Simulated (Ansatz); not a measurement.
**UPBE-QIDH/def2-SVP (core potential) run of InNH3 (SMILES [NH2][InH])**

What is the electronic atomisation energy of InNH3 at UPBE-QIDH/def2-SVP (core potential)? 

Program for the calculation: Ansatz 0.2.0.

41 further runs of the same task are left out: 41 set aside as unsound or not needed.

### Step 1. Starting point

The species is InNH3 (5 atoms), meant as a doublet with charge 0. SMILES: `[NH2][InH]`. The coordinates come from a PBE0-D4/def2-TZVP relaxation. This is one conformer, not always the lowest.

Bond lengths: N1–In2 2.036 Å, N1–H3 1.011 Å, N1–H4 1.009 Å, In2–H5 1.761 Å. Angles: N1–In2–H5 116.4°, In2–N1–H3 120.0°, In2–N1–H4 120.8°, H3–N1–H4 109.8°.

### Step 2. The energy at UPBE-QIDH/def2-SVP (core potential)

job.yaml reads:

```yaml
crystal:
  periodic: [false, false, false]
  atoms:
    - {symbol: N, position_ang: [-0.299400, -0.736500, 0.264700]}
    - {symbol: In, position_ang: [0.846600, 0.946400, 0.296000]}
    - {symbol: H, position_ang: [-0.846800, -0.960800, -0.554700]}
    - {symbol: H, position_ang: [0.017600, -1.585600, 0.707600]}
    - {symbol: H, position_ang: [0.331900, 2.262600, -0.755100]}
basis:
  gaussian:
    orbitals: def2-SVP
accuracy: high
hamiltonian:
  xc: {name: PBE-QIDH}
output: {orbitals: {seedname: orbitals}}
correlation:
  frozen_orbitals: {H: 0, In: 4, "N": 1}
magnetization:
  spin_polarized: true
  initial_magnetization: 1
```

Launch:

```
$ ansatz run job.yaml --threads 1 --pin off --max-ram 3480MiB --events-out events.jsonl --progress --plain --runs-dir runs
```

Standard output:

```text
Warning: RAYON_NUM_THREADS=1 ignored (pool sized by the plan → 1); use --threads N
Functional definition: PBE-QIDH
  name "PBE-QIDH"
  parameter a = 3^(-1/3)
  parameter c = 1/3
  exchange = (1 - a)*pbe_x + a*exact_x
  correlation = (1 - c)*pbe_c + c*(mp2_os + mp2_ss)
1332 factors; integrals over basis functions are off by at most 2.7e-9 eV
mean field evaluation 1: about -6693.4917 eV, gradient 2.9e1 eV
mean field evaluation 2: about -6693.5380 eV, gradient 2.9e1 eV
mean field evaluation 4: about -6697.6073 eV, gradient 2.3e0 eV
mean field evaluation 8: about -6697.6800 eV, gradient 2.2e-1 eV
mean field evaluation 16: about -6697.6818 eV, gradient 6.9e-4 eV
mean field evaluation 32: about -6697.6818 eV, gradient 3.9e-8 eV
mean field -6697.68182024 eV, -246.1352670421 hartree, gradient 3.9e-8 eV, S^2 0.757116; 0 other end points of the search recorded, 0 dependent functions left out
5 core orbitals not correlated: weight in the atoms' cores, before any rotation towards them, 1.000 or more for the frozen orbitals, at most 0.000 for the correlated occupied ones
reference -6697.68182138 eV, -246.1352670838 hartree; 11, 10 occupied and 39, 40 virtual orbitals, 1332 factors
second order -7.86763491 eV of doubles, -0.00000000 eV of singles
Total energy: -6700.30436635 eV, -246.2316438339 hartree
```

It took 7.8 s on 1 thread of Arm Neoverse V1, shared host; peak memory 0.22 GiB.

### Step 3. The H atom

job.yaml reads:

```yaml
crystal:
  periodic: [false, false, false]
  atoms:
    - {symbol: H, position_ang: [0.000000, 0.000000, 0.000000]}
basis:
  gaussian: {orbitals: def2-SVP}
magnetization: {spin_polarized: true, initial_magnetization: 1}
hamiltonian: {xc: {name: PBE-QIDH}}
correlation: {frozen_orbitals: {H: 0}}
accuracy: high
```

Run the same way, it converges to -0.50124 Eh (log not shown).

### Step 4. The In atom, same level

molecule.yaml reads:

```yaml
crystal:
  periodic: [false, false, false]
  atoms:
    - {symbol: In, position_ang: [0.000000, 0.000000, 0.000000]}
basis:
  gaussian: {orbitals: def2-SVP}
accuracy: high
correlation: {frozen_orbitals: {In: 4}}
total_charge: 0
magnetization: {spin_polarized: true, initial_magnetization: 1}
hamiltonian: {xc: {name: PBE-QIDH}}
```

Run the same way, it converges to -189.82674 Eh (log not shown).

### Step 5. The N atom

in.yaml reads:

```yaml
crystal:
  periodic: [false, false, false]
  atoms:
    - {symbol: "N", position_ang: [0.000000, 0.000000, 0.000000]}
basis:
  gaussian: {orbitals: def2-SVP}
magnetization: {spin_polarized: true, initial_magnetization: 3}
hamiltonian: {xc: {name: PBE-QIDH}}
correlation: {frozen_orbitals: {"N": 1}}
accuracy: high
```

Run the same way, it converges to -54.46675 Eh (log not shown).

### Step 6. What came out

Level: UPBE-QIDH/def2-SVP (core potential), 5 core orbitals frozen.

| quantity | value |
| --- | --- |
| molecule: total energy | -246.23164 Eh |
| molecule: HOMO energy (SCF part's orbitals) (highest over α and β) | -7.08 eV |
| molecule: LUMO energy (SCF part's orbitals) (lowest over α and β) | -0.78 eV |
| molecule: ⟨S²⟩ | 0.757 |
| H atom: total energy | -0.50124 Eh |
| H atom: ⟨S²⟩ | 0.750 |
| In atom: total energy | -189.82674 Eh |
| In atom: ⟨S²⟩ | 0.755 |
| N atom: total energy | -54.46675 Eh |
| N atom: ⟨S²⟩ | 3.754 |
| electronic atomisation energy | 11.822 eV |

**Reading.** Taking the molecule apart into free atoms costs 11.82 eV (273 kcal/mol), before zero-point energy and without spin-orbit coupling.
